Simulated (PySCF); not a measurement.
# YbF₆ (-3): ligand-field states

Wanted: ligand-field states for YbF₆ (-3).

Programs: PySCF 2.14.0, with routines of our own; each step states its level. All values are computed. Atoms count from 0.

## Step 1: The system as given

7 atoms, charge -3, states of the metal's open shell are computed; geometry from: model geometry, bond lengths from ionic radii.

## Step 2: Ligand-field states: state-averaged CASSCF in water

The job: settings as JSON, then the geometry in Å.

```
{"job": {"kind": "lf", "basis": {"metal": "x2c-TZVPall", "ligand": "x2c-SVPall"}, "nevpt": true, "solvent": "water"}, "charge": -3, "metal": "Yb", "open_shell": "f13"}
Yb     0.000000     0.000000     0.000000
F      0.000000     0.000000     2.168000
F      0.000000     0.000000    -2.168000
F      2.168000     0.000000     0.000000
F     -2.168000     0.000000     0.000000
F      0.000000     2.168000     0.000000
F     -0.000000    -2.168000     0.000000
```

Method: state-averaged CASSCF of the metal f shell, SC-NEVPT2 on the averaged canonical orbitals, state-interaction spin-orbit coupling.

Run with:

```
$ OMP_NUM_THREADS=1 python lf_run.py task.json out
```

This one command runs all jobs of the session in turn.

Log:

```text
basis functions 188, electrons 127, active (13e, 7o)
stage 1: DIIS on the effective Fock matrix, level shift 0.30
cycle   1  E = -14598.6716833402  dE = -1.460e+04  max|g| = 1.527e+01
cycle   2  E = -14382.4284629066  dE =  2.162e+02  max|g| = 2.204e+01
cycle   3  E = -14027.9847575585  dE =  3.544e+02  max|g| = 3.941e+01
cycle   4  E = -14585.7331070306  dE = -5.577e+02  max|g| = 1.153e+01
cycle   5  E = -14612.6794724512  dE = -2.695e+01  max|g| = 8.398e+00
cycle   6  E = -14650.5867785782  dE = -3.791e+01  max|g| = 2.278e+00
cycle   7  E = -14653.0770322368  dE = -2.490e+00  max|g| = 6.822e-01
cycle   8  E = -14653.3519807474  dE = -2.749e-01  max|g| = 1.502e-01
cycle   9  E = -14653.3877840065  dE = -3.580e-02  max|g| = 1.269e-01
cycle  10  E = -14653.2950747652  dE =  9.271e-02  max|g| = 1.153e-01
cycle  11  E = -14653.3105679967  dE = -1.549e-02  max|g| = 8.857e-02
cycle  12  E = -14653.3883179676  dE = -7.775e-02  max|g| = 5.831e-02
cycle  13  E = -14653.4140000302  dE = -2.568e-02  max|g| = 4.883e-02
cycle  14  E = -14653.3837006246  dE =  3.030e-02  max|g| = 7.565e-02
cycle  15  E = -14653.2654890038  dE =  1.182e-01  max|g| = 1.096e-01
stage 2: quasi-Newton rotations from the point of smallest gradient
cycle  17  E = -14653.4275255029  dE = -1.353e-02  max|g| = 5.443e-02
cycle  18  E = -14653.4277395306  dE = -2.140e-04  max|g| = 5.018e-02
cycle  19  E = -14653.4285770764  dE = -8.375e-04  max|g| = 2.103e-03
cycle  20  E = -14653.4285805964  dE = -3.520e-06  max|g| = 1.074e-03
cycle  21  E = -14653.4285816401  dE = -1.044e-06  max|g| = 1.475e-04
cycle  22  E = -14653.4285816993  dE = -5.925e-08  max|g| = 3.567e-05
cycle  23  E = -14653.4285817016  dE = -2.208e-09  max|g| = 7.993e-06
converged average energy = -14653.4285817016

 mult deg   label        CASSCF/cm-1   NEVPT2/cm-1
   2   3   2T1u                0.0           0.0
   2   3   2T2u              486.8         701.9
   2   1   2A2u              744.2        1065.9

spin-orbit levels / cm-1
      0.00  x2  2T1u 1.00
    434.52  x2  2T2u 0.61 2T1u 0.39
    434.54  x2  2T2u 0.61 2T1u 0.39
    908.16  x2  2A2u 0.55 2T2u 0.45
  10416.06  x2  2T1u 0.61 2T2u 0.39
  10416.08  x2  2T1u 0.61 2T2u 0.39
  11008.48  x2  2T2u 0.55 2A2u 0.45
```

Run time: 35 s. Hardware: 1 thread of Intel Xeon Platinum 8488C, shared host; peak memory 0.57 GiB.

From this job:

| quantity | value |
| --- | --- |
| spin-orbit constant ζ | 2901 cm⁻¹ |

Powder susceptibility:

| T (K) | χT (cm³ K/mol) | μ(eff) |
| --- | --- | --- |
| 2 | 0.673 | 2.32 |
| 5 | 0.691 | 2.35 |
| 10 | 0.722 | 2.40 |
| 20 | 0.783 | 2.50 |
| 30 | 0.844 | 2.60 |
| 50 | 0.967 | 2.78 |
| 75 | 1.120 | 2.99 |
| 100 | 1.271 | 3.19 |
| 150 | 1.554 | 3.52 |
| 200 | 1.787 | 3.78 |
| 250 | 1.964 | 3.96 |
| 300 | 2.095 | 4.09 |

## Step 3: Ligand-field states: state-averaged CASSCF (axial bond length × 0.9) in water

The job: settings as JSON, then the geometry in Å.

```
{"job": {"kind": "lf", "basis": {"metal": "x2c-TZVPall", "ligand": "x2c-SVPall"}, "nevpt": true, "solvent": "water", "reuse": true}, "charge": -3, "metal": "Yb", "open_shell": "f13"}
Yb     0.000000     0.000000     0.000000
F      0.000000     0.000000     1.951200
F      0.000000     0.000000    -1.951200
F      2.168000     0.000000     0.000000
F     -2.168000     0.000000     0.000000
F      0.000000     2.168000     0.000000
F     -0.000000    -2.168000     0.000000
```

Method: state-averaged CASSCF of the metal f shell, SC-NEVPT2 on the averaged canonical orbitals, state-interaction spin-orbit coupling.

Log:

```text
basis functions 188, electrons 127, active (13e, 7o)
start from the orbitals of the previous structure
stage 1: DIIS on the effective Fock matrix, level shift 0.30
cycle   1  E = -14651.8192335251  dE = -1.465e+04  max|g| = 1.713e+01
cycle   2  E = -14653.3133264491  dE = -1.494e+00  max|g| = 4.028e-01
cycle   3  E = -14653.3489250064  dE = -3.560e-02  max|g| = 1.288e-01
cycle   4  E = -14653.3646902109  dE = -1.577e-02  max|g| = 6.573e-02
cycle   5  E = -14653.3950949630  dE = -3.040e-02  max|g| = 3.229e-02
cycle   6  E = -14653.3620933497  dE =  3.300e-02  max|g| = 6.482e-02
cycle   7  E = -14653.3716596329  dE = -9.566e-03  max|g| = 6.857e-02
cycle   8  E = -14653.3871801861  dE = -1.552e-02  max|g| = 4.879e-02
cycle   9  E = -14653.3963566998  dE = -9.177e-03  max|g| = 2.590e-02
cycle  10  E = -14653.3790716664  dE =  1.729e-02  max|g| = 5.703e-02
cycle  11  E = -14653.3563261669  dE =  2.275e-02  max|g| = 7.786e-02
cycle  12  E = -14653.3104714728  dE =  4.585e-02  max|g| = 9.791e-02
cycle  13  E = -14653.2666246404  dE =  4.385e-02  max|g| = 1.315e-01
cycle  14  E = -14653.2142140463  dE =  5.241e-02  max|g| = 1.819e-01
cycle  15  E = -14653.1331148174  dE =  8.110e-02  max|g| = 2.584e-01
stage 2: quasi-Newton rotations from the point of smallest gradient
cycle  17  E = -14653.4003716825  dE = -4.015e-03  max|g| = 8.706e-03
cycle  18  E = -14653.4003894566  dE = -1.777e-05  max|g| = 1.155e-02
cycle  19  E = -14653.4004312637  dE = -4.181e-05  max|g| = 7.825e-04
cycle  20  E = -14653.4004319296  dE = -6.659e-07  max|g| = 1.977e-04
cycle  21  E = -14653.4004320013  dE = -7.174e-08  max|g| = 8.330e-05
cycle  22  E = -14653.4004320063  dE = -4.926e-09  max|g| = 1.339e-05
cycle  23  E = -14653.4004320068  dE = -5.730e-10  max|g| = 2.933e-06
converged average energy = -14653.4004320068

 mult deg   label        CASSCF/cm-1   NEVPT2/cm-1
   2   1   2A2u                0.0           0.0
   2   2   2Eu               681.1         914.3
   2   2   2Eu              1334.0        1761.0
   2   1   2B2u             1285.7        1773.0
   2   1   2B1u             1540.3        2128.2

spin-orbit levels / cm-1
      0.00  x2  2A2u 0.60 2Eu 0.38
    835.75  x2  2Eu 0.66 2B2u 0.26 2Eu 0.05
   1259.56  x2  2Eu 0.88 2Eu 0.10
   1565.24  x2  2B1u 0.52 2B2u 0.29 2Eu 0.19
  10382.62  x2  2Eu 0.51 2A2u 0.38 2Eu 0.11
  11245.29  x2  2B2u 0.39 2Eu 0.32 2Eu 0.24
  11640.18  x2  2Eu 0.53 2B1u 0.40 2B2u 0.06
```

Run time: 28 s. Hardware: 1 thread of Intel Xeon Platinum 8488C, shared host; peak memory 0.58 GiB.

From this job:

| quantity | value |
| --- | --- |
| spin-orbit constant ζ | 2898 cm⁻¹ |

Powder susceptibility:

| T (K) | χT (cm³ K/mol) | μ(eff) |
| --- | --- | --- |
| 2 | 1.290 | 3.21 |
| 20 | 1.326 | 3.26 |
| 100 | 1.490 | 3.45 |
| 300 | 1.874 | 3.87 |

## Step 4: Ligand-field states: state-averaged CASSCF (axial bond length × 0.95) in water

Settings changed since step 3:

```diff
@@ -2,4 +2,4 @@
 Yb     0.000000     0.000000     0.000000
-F      0.000000     0.000000     1.951200
-F      0.000000     0.000000    -1.951200
+F      0.000000     0.000000     2.059600
+F      0.000000     0.000000    -2.059600
 F      2.168000     0.000000     0.000000
```

Level: state-averaged CASSCF of the metal f shell, SC-NEVPT2 on the averaged canonical orbitals, state-interaction spin-orbit coupling.

Log:

```text
basis functions 188, electrons 127, active (13e, 7o)
start from the orbitals of the previous structure
stage 1: DIIS on the effective Fock matrix, level shift 0.30
cycle   1  E = -14652.8912476997  dE = -1.465e+04  max|g| = 1.325e+01
cycle   2  E = -14653.3995212795  dE = -5.083e-01  max|g| = 2.826e-01
cycle   3  E = -14653.4145317447  dE = -1.501e-02  max|g| = 7.395e-02
cycle   4  E = -14653.3961626766  dE =  1.837e-02  max|g| = 5.961e-02
cycle   5  E = -14653.4076396347  dE = -1.148e-02  max|g| = 4.119e-02
cycle   6  E = -14653.4146440751  dE = -7.004e-03  max|g| = 3.512e-02
cycle   7  E = -14653.4203436796  dE = -5.700e-03  max|g| = 1.954e-02
cycle   8  E = -14653.4198033390  dE =  5.403e-04  max|g| = 2.231e-02
cycle   9  E = -14653.4149226038  dE =  4.881e-03  max|g| = 4.852e-02
cycle  10  E = -14653.3972959479  dE =  1.763e-02  max|g| = 7.216e-02
cycle  11  E = -14653.3553388112  dE =  4.196e-02  max|g| = 1.016e-01
cycle  12  E = -14653.2785961757  dE =  7.674e-02  max|g| = 1.331e-01
cycle  13  E = -14653.1244712143  dE =  1.541e-01  max|g| = 2.932e-01
cycle  14  E = -14653.0072127648  dE =  1.173e-01  max|g| = 4.177e-01
cycle  15  E = -14652.9264534688  dE =  8.076e-02  max|g| = 5.025e-01
stage 2: quasi-Newton rotations from the point of smallest gradient
cycle  17  E = -14653.4228943829  dE = -2.551e-03  max|g| = 1.002e-02
cycle  18  E = -14653.4228985240  dE = -4.141e-06  max|g| = 1.151e-02
cycle  19  E = -14653.4229392268  dE = -4.070e-05  max|g| = 5.711e-04
cycle  20  E = -14653.4229395802  dE = -3.534e-07  max|g| = 2.696e-04
cycle  21  E = -14653.4229396636  dE = -8.331e-08  max|g| = 4.771e-05
cycle  22  E = -14653.4229396667  dE = -3.160e-09  max|g| = 8.714e-06
converged average energy = -14653.4229396667

 mult deg   label        CASSCF/cm-1   NEVPT2/cm-1
   2   1   2A2u                0.0           0.0
   2   2   2Eu               325.9         424.9
   2   2   2Eu               821.0        1112.8
   2   1   2B2u              823.8        1145.0
   2   1   2B1u             1079.4        1504.1

spin-orbit levels / cm-1
      0.00  x2  2A2u 0.54 2Eu 0.44
    546.81  x2  2Eu 0.55 2B2u 0.32 2Eu 0.11
    722.99  x2  2Eu 0.76 2Eu 0.18 2A2u 0.06
   1127.51  x2  2B1u 0.54 2B2u 0.23 2Eu 0.23
  10336.30  x2  2A2u 0.40 2Eu 0.38 2Eu 0.23
  10752.89  x2  2Eu 0.44 2B2u 0.32 2Eu 0.23
  11215.56  x2  2B1u 0.44 2Eu 0.43 2B2u 0.12
```

It took 28 s on 1 thread of Intel Xeon Platinum 8488C, shared host; peak memory 0.57 GiB.

Warnings kept with the result: spin Hamiltonian not valid, low-lying orbital states.

In short:

| quantity | value |
| --- | --- |
| spin-orbit constant ζ | 2900 cm⁻¹ |

Powder susceptibility:

| T (K) | χT (cm³ K/mol) | μ(eff) |
| --- | --- | --- |
| 2 | 1.105 | 2.97 |
| 20 | 1.169 | 3.06 |
| 100 | 1.449 | 3.40 |
| 300 | 2.020 | 4.02 |

## Step 5: Ligand-field states: state-averaged CASSCF (axial bond length × 1.05) in water

Settings changed since step 4:

```diff
@@ -2,4 +2,4 @@
 Yb     0.000000     0.000000     0.000000
-F      0.000000     0.000000     2.059600
-F      0.000000     0.000000    -2.059600
+F      0.000000     0.000000     2.276400
+F      0.000000     0.000000    -2.276400
 F      2.168000     0.000000     0.000000
```

With the program's defaults for keys left out, this is: state-averaged CASSCF of the metal f shell, SC-NEVPT2 on the averaged canonical orbitals, state-interaction spin-orbit coupling.

Log:

```text
basis functions 188, electrons 127, active (13e, 7o)
start from the orbitals of the previous structure
stage 1: DIIS on the effective Fock matrix, level shift 0.30
cycle   1  E = -14652.4194403005  dE = -1.465e+04  max|g| = 2.415e+01
cycle   2  E = -14653.3734296841  dE = -9.540e-01  max|g| = 4.299e-01
cycle   3  E = -14653.3943196795  dE = -2.089e-02  max|g| = 1.051e-01
cycle   4  E = -14653.3805252541  dE =  1.379e-02  max|g| = 6.722e-02
cycle   5  E = -14653.4092682215  dE = -2.874e-02  max|g| = 3.798e-02
cycle   6  E = -14653.4161136125  dE = -6.845e-03  max|g| = 3.423e-02
cycle   7  E = -14653.4193419694  dE = -3.228e-03  max|g| = 2.165e-02
cycle   8  E = -14653.3760371246  dE =  4.330e-02  max|g| = 6.390e-02
cycle   9  E = -14653.2761308919  dE =  9.991e-02  max|g| = 1.578e-01
cycle  10  E = -14653.1330657114  dE =  1.431e-01  max|g| = 3.131e-01
cycle  11  E = -14653.0147899940  dE =  1.183e-01  max|g| = 4.430e-01
cycle  12  E = -14652.9108535915  dE =  1.039e-01  max|g| = 5.548e-01
cycle  13  E = -14652.8694917844  dE =  4.136e-02  max|g| = 6.003e-01
cycle  14  E = -14652.8435752494  dE =  2.592e-02  max|g| = 6.293e-01
cycle  15  E = -14652.8077597795  dE =  3.582e-02  max|g| = 6.667e-01
stage 2: quasi-Newton rotations from the point of smallest gradient
cycle  17  E = -14653.4241292953  dE = -4.787e-03  max|g| = 6.857e-03
cycle  18  E = -14653.4241837659  dE = -5.447e-05  max|g| = 8.569e-03
cycle  19  E = -14653.4242034179  dE = -1.965e-05  max|g| = 2.300e-03
cycle  20  E = -14653.4242066811  dE = -3.263e-06  max|g| = 2.299e-04
cycle  21  E = -14653.4242067827  dE = -1.016e-07  max|g| = 1.267e-04
cycle  22  E = -14653.4242067951  dE = -1.241e-08  max|g| = 2.419e-05
cycle  23  E = -14653.4242067963  dE = -1.213e-09  max|g| = 5.532e-06
converged average energy = -14653.4242067963

 mult deg   label        CASSCF/cm-1   NEVPT2/cm-1
   2   2   2Eu                 0.0           0.0
   2   1   2A2u              320.0         384.7
   2   1   2B2u              550.4         758.2
   2   2   2Eu               606.3         831.0
   2   1   2B1u              810.2        1127.9

spin-orbit levels / cm-1
      0.00  x2  2Eu 0.89 2A2u 0.09
    522.06  x2  2B2u 0.48 2Eu 0.28 2Eu 0.22
    548.65  x2  2A2u 0.49 2Eu 0.49
    937.14  x2  2B1u 0.54 2Eu 0.38 2B2u 0.07
  10315.18  x2  2Eu 0.72 2B2u 0.22 2Eu 0.06
  10662.35  x2  2Eu 0.49 2A2u 0.41 2Eu 0.10
  11040.21  x2  2B1u 0.44 2Eu 0.33 2B2u 0.22
```

Run time: 27 s. Hardware: 1 thread of Intel Xeon Platinum 8488C, shared host; peak memory 0.59 GiB.

In short:

| quantity | value |
| --- | --- |
| spin-orbit constant ζ | 2902 cm⁻¹ |

Powder susceptibility:

| T (K) | χT (cm³ K/mol) | μ(eff) |
| --- | --- | --- |
| 2 | 1.324 | 3.25 |
| 20 | 1.381 | 3.32 |
| 100 | 1.638 | 3.62 |
| 300 | 2.152 | 4.15 |

## Step 6: Ligand-field states: state-averaged CASSCF (axial bond length × 1.1) in water

Settings changed since step 5:

```diff
@@ -2,4 +2,4 @@
 Yb     0.000000     0.000000     0.000000
-F      0.000000     0.000000     2.276400
-F      0.000000     0.000000    -2.276400
+F      0.000000     0.000000     2.384800
+F      0.000000     0.000000    -2.384800
 F      2.168000     0.000000     0.000000
```

Level: state-averaged CASSCF of the metal f shell, SC-NEVPT2 on the averaged canonical orbitals, state-interaction spin-orbit coupling.

Log:

```text
basis functions 188, electrons 127, active (13e, 7o)
start from the orbitals of the previous structure
stage 1: DIIS on the effective Fock matrix, level shift 0.30
cycle   1  E = -14653.2688351722  dE = -1.465e+04  max|g| = 8.980e+00
cycle   2  E = -14653.4061396285  dE = -1.373e-01  max|g| = 1.558e-01
cycle   3  E = -14653.3983673811  dE =  7.772e-03  max|g| = 5.600e-02
cycle   4  E = -14653.3643564207  dE =  3.401e-02  max|g| = 7.792e-02
cycle   5  E = -14653.4046849020  dE = -4.033e-02  max|g| = 5.207e-02
cycle   6  E = -14653.4032428230  dE =  1.442e-03  max|g| = 4.626e-02
cycle   7  E = -14653.4052354187  dE = -1.993e-03  max|g| = 3.167e-02
cycle   8  E = -14653.4091954215  dE = -3.960e-03  max|g| = 2.851e-02
cycle   9  E = -14653.3674292182  dE =  4.177e-02  max|g| = 1.084e-01
cycle  10  E = -14653.2203875859  dE =  1.470e-01  max|g| = 2.139e-01
cycle  11  E = -14653.0724536662  dE =  1.479e-01  max|g| = 3.768e-01
cycle  12  E = -14652.9899015672  dE =  8.255e-02  max|g| = 4.639e-01
cycle  13  E = -14652.9516492511  dE =  3.825e-02  max|g| = 5.004e-01
cycle  14  E = -14652.9175050958  dE =  3.414e-02  max|g| = 5.356e-01
cycle  15  E = -14652.9204603767  dE = -2.955e-03  max|g| = 5.341e-01
stage 2: quasi-Newton rotations from the point of smallest gradient
cycle  17  E = -14653.4139627987  dE = -4.767e-03  max|g| = 6.404e-03
cycle  18  E = -14653.4140072721  dE = -4.447e-05  max|g| = 7.848e-03
cycle  19  E = -14653.4140215328  dE = -1.426e-05  max|g| = 2.302e-03
cycle  20  E = -14653.4140243817  dE = -2.849e-06  max|g| = 1.597e-04
cycle  21  E = -14653.4140244349  dE = -5.318e-08  max|g| = 4.195e-05
cycle  22  E = -14653.4140244383  dE = -3.480e-09  max|g| = 2.337e-05
cycle  23  E = -14653.4140244388  dE = -4.384e-10  max|g| = 6.605e-06
converged average energy = -14653.4140244388

 mult deg   label        CASSCF/cm-1   NEVPT2/cm-1
   2   2   2Eu                 0.0           0.0
   2   1   2A2u              614.3         727.8
   2   1   2B2u              642.6         846.6
   2   2   2Eu               772.6        1004.6
   2   1   2B1u              905.0        1222.3

spin-orbit levels / cm-1
      0.00  x2  2Eu 0.95 2A2u 0.03
    661.58  x2  2B2u 0.53 2Eu 0.23 2Eu 0.19
    807.81  x2  2A2u 0.55 2Eu 0.45
   1067.18  x2  2B1u 0.51 2Eu 0.46
  10314.67  x2  2Eu 0.76 2B2u 0.20 2Eu 0.03
  10943.40  x2  2Eu 0.53 2A2u 0.42 2Eu 0.05
  11162.74  x2  2B1u 0.43 2Eu 0.32 2B2u 0.25
```

It took 28 s on 1 thread of Intel Xeon Platinum 8488C, shared host; peak memory 0.6 GiB.

From this job:

| quantity | value |
| --- | --- |
| spin-orbit constant ζ | 2903 cm⁻¹ |

Powder susceptibility:

| T (K) | χT (cm³ K/mol) | μ(eff) |
| --- | --- | --- |
| 2 | 1.708 | 3.70 |
| 20 | 1.738 | 3.73 |
| 100 | 1.872 | 3.87 |
| 300 | 2.176 | 4.17 |

## Step 7: Ligand field across the series

From the NEVPT2 states (cm⁻¹; the spread is that of the fitted one-electron ligand-field levels):

| step | setting | ground state | next state | orbital spread | ζ | μ(eff), 300 K |
| --- | --- | --- | --- | --- | --- | --- |
| 2 | as given | 2T1u | 2T2u at 702 | 1066 | 2901 | 4.09 |
| 3 | axial bond length × 0.9 | 2A2u | 2Eu at 914 | 2128 | 2898 | 3.87 |
| 4 | axial bond length × 0.95 | 2A2u | 2Eu at 425 | 1504 | 2900 | 4.02 |
| 5 | axial bond length × 1.05 | 2Eu | 2A2u at 385 | 1128 | 2902 | 4.15 |
| 6 | axial bond length × 1.1 | 2Eu | 2A2u at 728 | 1222 | 2903 | 4.17 |

## Step 8: What came out

| quantity | value |
| --- | --- |
| spin-orbit constant ζ (step 2, state-averaged CASSCF in water) | 2901 cm⁻¹ |
| ground multiplicity, μ(eff) at 300 K (step 2, 6 donors at 2.17 Å) | 2, 4.09 μB |
| ground multiplicity, μ(eff) at 300 K (step 3, 6 donors at 1.95 to 2.17 Å) | 2, 3.87 μB |
| ground multiplicity, μ(eff) at 300 K (step 4, 6 donors at 2.06 to 2.17 Å) | 2, 4.02 μB |
| ground multiplicity, μ(eff) at 300 K (step 5, 6 donors at 2.17 to 2.28 Å) | 2, 4.15 μB |
| ground multiplicity, μ(eff) at 300 K (step 6, 6 donors at 2.17 to 2.38 Å) | 2, 4.17 μB |

**Reading.** In step 2, χT goes from 0.67 at 2 K to 2.10 cm³ K/mol at 300 K, as higher levels fill or mix in. The spread of the ligand-field levels runs from 1066 cm⁻¹ (as given) to 2128 cm⁻¹ (axial bond length × 0.9); μ(eff) at 300 K: 3.87 to 4.17 μB.
